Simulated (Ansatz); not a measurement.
# Cu3O2 (I4/mmm) in Ansatz: further runs

The runs below take Cu3O2 through band structure, with PBEsol.

Program: Ansatz 0.2.0. These are calculated values, not measurements. Logs are shortened: lines on timing, memory, paths and dates and some standing lists are left out, and cuts for length are marked.

### 1 The crystal as given

It takes space group I4/mmm (No. 139, tetragonal). The conventional cell has a = 4.046 Å, b = 4.046 Å, c = 7.053 Å, α = 90.00°, β = 90.00°, γ = 90.00°. Around Cu (site symmetry 4/mmm) lie 4 O at 2.02 Å. Cu (site symmetry -4m2) has 2 O at 1.76 Å as nearest neighbours. Around O (site symmetry mmm) lie 4 Cu at 1.76 to 2.02 Å.

The cell comes from a database or a generator and needn't be the stable form of this composition.

### 2 Band structure, PBEsol, 11.55 Å³/atom

The input, input.yaml:

```yaml
crystal:
  lattice:
    - [-2.022982, 2.022982, 3.52667232]
    - [2.022982, -2.022982, 3.52667232]
    - [2.022982, 2.022982, -3.52667232]
  atoms:
    - { symbol: Cu, position: [0.0, 0.0, 0.0] }
    - { symbol: Cu, position: [0.75, 0.25, 0.5] }
    - { symbol: Cu, position: [0.25, 0.75, 0.5] }
    - { symbol: O, position: [0.5, 0.0, 0.5] }
    - { symbol: O, position: [0.0, 0.5, 0.5] }
hamiltonian:
  xc: pbesol
  pseudopotentials: { kind: paw }
kpoints:
  mp_grid: { grid: [8, 8, 8] }
  band_path:
    path:
      - [[0.0, 0.0, 0.0], [0.0, 0.0, 0.5], [-0.1645219404, 0.1645219404, 0.5], [-0.3322609702, 0.3322609702, 0.3322609702], [0.0, 0.0, 0.0], [0.5, 0.5, -0.5], [0.3322609702, 0.6677390298, -0.3322609702], [0.0, 0.5, 0.0], [0.25, 0.25, 0.25], [0.5, 0.5, -0.1645219404], [0.5, 0.5, -0.5]]
      - [[0.0, 0.0, 0.5], [0.25, 0.25, 0.25]]
    npoints: 14
scf:
  occupations: { method: fermi_dirac, width: 0.05 }
  n_extra_bands: 12
output:
  forces: true
  stress: true
  eigenvalues: true
  fatbands: true
```

Potentials or basis: Ansatz PAW.

On the command line:

```bash
$ ansatz run input.yaml --threads 2 --pin off --max-ram 5632MiB --backend cpu --events-out ev --progress --plain --runs-dir out
```

What it wrote:

```text
Warning: RAYON_NUM_THREADS=2 ignored (pool sized by the plan → 2); use --threads N
scf.n_extra_bands = 12 over 35 filled bands (N_el = 69.0): the run solves 47 bands
Engine: ansatz 0.2.0, x86_64-unknown-linux-gnu
Pseudopotentials: kind: paw
Pseudopotential: Cu, paw, valence charge 19, recommended cutoff 420 eV (normal), Cu.paw.azcp
Pseudopotential: O, paw, valence charge 6, recommended cutoff 420 eV (normal), O.paw.azcp
Functional definition: PBEsol
  exchange = pbesol_x
  correlation = pbesol_c
Crystal: 5 atoms, lattice volume = 57.731 Å³
Basis set: ecut = 420 eV, 1159 PW (Γ), exchange–correlation on 64×64×64 points (8 copies of the dense FFT grid, shifted against one another)
Bands: 47, of which v1, the nominal top of the filled ones, is band 35 counted from 1 (34 counted from 0)
Symmetry: 16 space group operations
Space group: I4/mmm (ITA 139), of the structure as read, at distance tolerance 3.9e-5 Å
k-points: 59 of 512
Non-local potential: Cu, projectors of the file, l = 0: 3, l = 1: 2, l = 2: 3, l = 3: 1
Non-local potential: O, projectors of the file, l = 0: 2, l = 1: 2, l = 2: 1
PAW form: soft (Blöchl's): semilocal exchange-correlation on the pseudo side does not see the compensation charge
PAW frozen core: Cu, regenerated for the run's functional, and the local potential with it (the file was generated under x = pbe(κ = 0.804, μ = 0.2195149727645171), c = pbe(β = 0.06672455060314922))
PAW frozen core: O, regenerated for the run's functional, and the local potential with it (the file was generated under x = pbe(κ = 0.804, μ = 0.2195149727645171), c = pbe(β = 0.06672455060314922))
PAW one-centre angular grid: Cu, 590 points (default); XC on 64 Gauss nodes
PAW one-centre angular grid: O, 110 points (default); XC on 64 Gauss nodes
Initial density: superposition of atomic densities (neutral atoms: chi_scale 0, normalization atom), corrected by the library's trained network
Initial wavefunctions: pseudopotential atomic-orbital guess
Functional: x = pbesol(κ = 0.804, μ = 0.12345679012345678), c = pbesol(β = 0.046)
SCF iter   1: F=—  HF=-20884.478686 eV  |F-HF|=—  |Δ(HF+E_count)|=         —  Δρ=2.05e-2  dr2=1.49e-1  ethr=1.77e-3  ⟨swp⟩=5.8  Hψ=10986  notcnv=0  defer=29
preconditioner: auto → LDOS  [metal: Δε(μ)=0.017 eV  Ē_g=14.412 eV  σ=0.050 eV  W_gap=0.08  n_scr=14 (ndim 8)  ℏωp=32.8 eV  f_vac=0.086  D(μ)=2.56/eV (n_scr^D=22)  β→1.0]
SCF iter   2: F=—  HF=-20884.605317 eV  |F-HF|=—  |Δ(HF+E_count)|=   1.27e-1  Δρ=4.01e-2  dr2=5.29e-1  ethr=2.16e-4  ⟨swp⟩=3.0  Hψ=5876  notcnv=0  defer=368  recentre
SCF iter   3: F=—  HF=-20884.446156 eV  |F-HF|=—  |Δ(HF+E_count)|=   1.59e-1  Δρ=5.71e-3  dr2=1.24e-2  ethr=2.16e-4  ⟨swp⟩=2.9  Hψ=4896  notcnv=0  defer=368
SCF iter   4: F=—  HF=-20884.443996 eV  |F-HF|=—  |Δ(HF+E_count)|=   2.16e-3  Δρ=9.88e-4  dr2=4.59e-4  ethr=1.79e-5  ⟨swp⟩=2.9  Hψ=4487  notcnv=0  defer=366
SCF iter   5: F=—  HF=-20884.444013 eV  |F-HF|=—  |Δ(HF+E_count)|=   1.73e-5  Δρ=8.86e-4  dr2=3.38e-4  ethr=6.65e-7  ⟨swp⟩=1.9  Hψ=2724  notcnv=0  defer=366
SCF iter   6: F=—  HF=-20884.443976 eV  |F-HF|=—  |Δ(HF+E_count)|=   3.67e-5  Δρ=2.09e-4  dr2=1.94e-5  ethr=4.90e-7  ⟨swp⟩=1.1  Hψ=2403  notcnv=0  defer=366
SCF iter   7: F=—  HF=-20884.443987 eV  |F-HF|=—  |Δ(HF+E_count)|=   1.12e-5  Δρ=3.37e-5  dr2=3.58e-7  ethr=2.82e-8  ⟨swp⟩=2.0  Hψ=3023  notcnv=0  defer=366
SCF iter   8: F=-20884.443987 eV  HF=-20884.443987 eV  |F-HF|=4.63e-8  |Δ(HF+E_count)|=   5.25e-8  Δρ=1.06e-5  dr2=4.74e-8  ethr=1.45e-10  ⟨swp⟩=8.4  Hψ=12518  notcnv=0
SCF 1 converged in 8 iterations: F = -20884.443987 eV  dr2 = 4.74e-8
NSCF: frozen V_eff on 156 k-points
SCF converged after 8 iterations
Free energy (F): -20884.443987 eV
Harris-Foulkes:  -20884.443987 eV  (|F-HF|=4.63e-8)
Internal energy: -20884.423205 eV  (E = F + TS)
E sigma→0 (E₀):  -20884.433596 eV
Entropy (-TS):   -0.020783 eV (-4.157 meV/atom)
Fermi energy:    11.171558 eV
--- Per-component energies (eV) ---
  E_band       = -1361.267351
  E_kinetic    = 1244.195478
  E_local      = -15124.635153  (includes V_loc(G=0)·N_el)
  E_nonlocal   = 1278.956152
  E_hartree    = 6594.228284
  E_xc         = -408.815093
  E_vxc        = -527.984930  (∫ρ·V_xc dr)
  E_paw        = -5184.705467  (= ΣΔE_a)
  E_vpaw       = -1420.275905  (= ΣTr[D̂ρ^β])
  E_aug_tail   = 0.005642  (compensation charges beyond the density's cutoff)
  E_ewald      = -9284.342230
  E_core_change = 0.689182  (= ΣΔE_core)
  E_smearing   = -0.020783  (= −TS)
  E_closure    = -0.000000  (closes the sum)
  Σ components = -20884.443987   (vs F -20884.443987, Δ=0.00e0)
--- Forces (eV/Å), atoms counted from 1 ---
  atom   1  Cu     0.00000000     0.00000000     0.00000000
  atom   2  Cu     0.00000000     0.00000000     0.00000000
  atom   3  Cu     0.00000000     0.00000000     0.00000000
  atom   4  O      0.00000000     0.00000000     0.00000000
  atom   5  O      0.00000000     0.00000000     0.00000000
  max |Σ_I F_I| component: 1.89e-29 eV/Å
--- Stress (GPa, compression-positive) ---
       -1.504897      -0.000000       0.000000
       -0.000000      -1.504897      -0.000000
        0.000000      -0.000000      14.570891
  P = ⅓ Tr σ = 3.8537 GPa (38.537 kbar)
--- Band table (eV; the first three rows and the last of 59) ---
  k-point 0: bands = ["-100.9992", "-100.9240", "-100.9227", "-58.7199", "-58.7166", "-58.5457", "-58.5457", "-58.5142", "-58.3377", "-58.3377", "-58.3246", "-58.3246", "-8.4794", "-7.0917", "3.7303", "5.0235", "5.0235", "5.8220", "6.1894", "7.8693", "8.0292", "8.0292", "8.1136", "8.4384", "8.4384", "8.8638", "8.9203", "8.9689", "9.1138", "9.1138", "9.4555", "9.5469", "10.4499", "10.4499", "11.5914", "11.9450", "16.2760", "16.2760", "18.2015", "18.4252", "22.3552", "22.4270", "24.4516", "24.4516", "24.6881", "24.9677", "26.7746"]
  k-point 1: bands = ["-100.9992", "-100.9239", "-100.9227", "-58.7195", "-58.7171", "-58.5456", "-58.5453", "-58.5147", "-58.3376", "-58.3357", "-58.3267", "-58.3245", "-8.3994", "-7.1331", "3.6582", "4.7841", "5.0932", "5.8315", "6.2516", "7.4918", "8.0273", "8.0726", "8.0808", "8.1962", "8.3168", "8.9587", "9.0255", "9.0994", "9.1142", "9.2060", "9.4784", "9.7813", "10.4978", "10.5732", "11.3797", "12.1733", "15.0215", "16.9013", "18.5803", "19.8271", "22.1883", "22.7967", "22.7997", "24.0530", "24.8994", "26.0096", "26.5169"]
  k-point 2: bands = ["-100.9991", "-100.9237", "-100.9230", "-58.7186", "-58.7182", "-58.5455", "-58.5443", "-58.5158", "-58.3374", "-58.3318", "-58.3308", "-58.3243", "-8.1974", "-7.2305", "3.4846", "4.2258", "5.1871", "5.8593", "5.9578", "7.3136", "7.8991", "7.9465", "8.1522", "8.3567", "8.4096", "8.8491", "9.0559", "9.0609", "9.1255", "9.3523", "9.4164", "10.2992", "10.6080", "11.1029", "11.1315", "12.7334", "13.3898", "18.1313", "19.1021", "20.0460", "21.3923", "22.6466", "23.3329", "24.3955", "25.6307", "26.8283", "26.8407"]
  k-point 58: bands = ["-100.9990", "-100.9242", "-100.9225", "-58.7188", "-58.7161", "-58.5461", "-58.5461", "-58.5158", "-58.3368", "-58.3368", "-58.3249", "-58.3249", "-7.9421", "-7.6008", "2.7786", "5.6155", "5.6155", "6.7967", "6.9133", "7.1914", "7.1914", "7.5094", "7.6723", "7.6723", "8.2336", "8.6190", "8.8151", "9.1572", "9.2724", "9.3334", "9.3334", "9.5436", "9.8949", "10.9311", "10.9311", "14.3674", "16.3246", "17.5145", "17.5145", "18.2961", "21.1094", "24.6487", "24.6487", "25.5824", "26.3978", "27.4756", "27.4756"]
```

Run time: 8 s. Hardware: 2 threads of Intel Xeon Platinum 8488C (Sapphire Rapids), shared host; peak memory 0.52 GiB.

Results:

| Item | Value |
| --- | --- |
| Free energy | -20884.4440 eV |
| Pressure | 3.9 GPa |
| Band gap on the k mesh | none (metal or under the smearing width) |

Caveat: the pressure holds a Pulay correction of +0.5 GPa for the finite cutoff; an odd number of electrons without spin polarisation forces a metal; a magnetic or distorted state may lie lower; the run has no spin polarisation, though such a crystal can be magnetic; semilocal functionals often make such compounds metallic where correlation or magnetic order opens a gap, which also shifts bond lengths; the PAW data sets come from PBE, with cores solved anew for the run's functional, which leaves a small shift of forces and pressure.

### 3 Band structure, PBEsol, 11.79 Å³/atom

The input, input.yaml:

```yaml
crystal:
  lattice:
    - [-2.022982, 2.022982, 3.60014466]
    - [2.022982, -2.022982, 3.60014466]
    - [2.022982, 2.022982, -3.60014466]
  atoms:
    - { symbol: Cu, position: [0.0, 0.0, 0.0] }
    - { symbol: Cu, position: [0.75, 0.25, 0.5] }
    - { symbol: Cu, position: [0.25, 0.75, 0.5] }
    - { symbol: O, position: [0.5, 0.0, 0.5] }
    - { symbol: O, position: [0.0, 0.5, 0.5] }
hamiltonian:
  xc: pbesol
  pseudopotentials: { kind: paw }
kpoints:
  mp_grid: { grid: [8, 8, 8] }
  band_path:
    path:
      - [[0.0, 0.0, 0.0], [0.5, -0.5, 0.0], [0.5, -0.5, 0.1578752814], [0.3289376407, -0.3289376407, 0.3289376407], [0.0, 0.0, 0.0], [0.5, 0.5, -0.5], [0.6710623593, 0.3289376407, -0.3289376407], [0.5, 0.0, 0.0], [0.75, -0.25, -0.25], [0.8421247186, 0.1578752814, -0.5], [0.5, 0.5, -0.5]]
      - [[0.5, -0.5, 0.0], [0.75, -0.25, -0.25]]
    npoints: 14
scf:
  occupations: { method: fermi_dirac, width: 0.05 }
  n_extra_bands: 12
output:
  forces: true
  stress: true
  eigenvalues: true
  fatbands: false
  write_density: true
  write_potential: true
  elf: true
  volumetric_format: npy
```

Potentials or basis: Ansatz PAW.

On the command line:

```bash
$ ansatz run input.yaml --threads 2 --pin off --max-ram 5632MiB --backend cpu --events-out ev --progress --plain --runs-dir out
```

It took 6.8 s on 2 threads of Intel Xeon Platinum 8488C (Sapphire Rapids), shared host; peak memory 0.58 GiB.

Results (log left out):

- Free energy: -20884.5022 eV
- Pressure: -1.7 GPa
- Band gap on the k mesh: none (metal or under the smearing width)

Caveat: the pressure holds a Pulay correction of +0.5 GPa for the finite cutoff; an odd number of electrons without spin polarisation forces a metal; a magnetic or distorted state may lie lower; the run has no spin polarisation, though such a crystal can be magnetic; semilocal functionals often make such compounds metallic where correlation or magnetic order opens a gap, which also shifts bond lengths; the PAW data sets come from PBE, with cores solved anew for the run's functional, which leaves a small shift of forces and pressure.
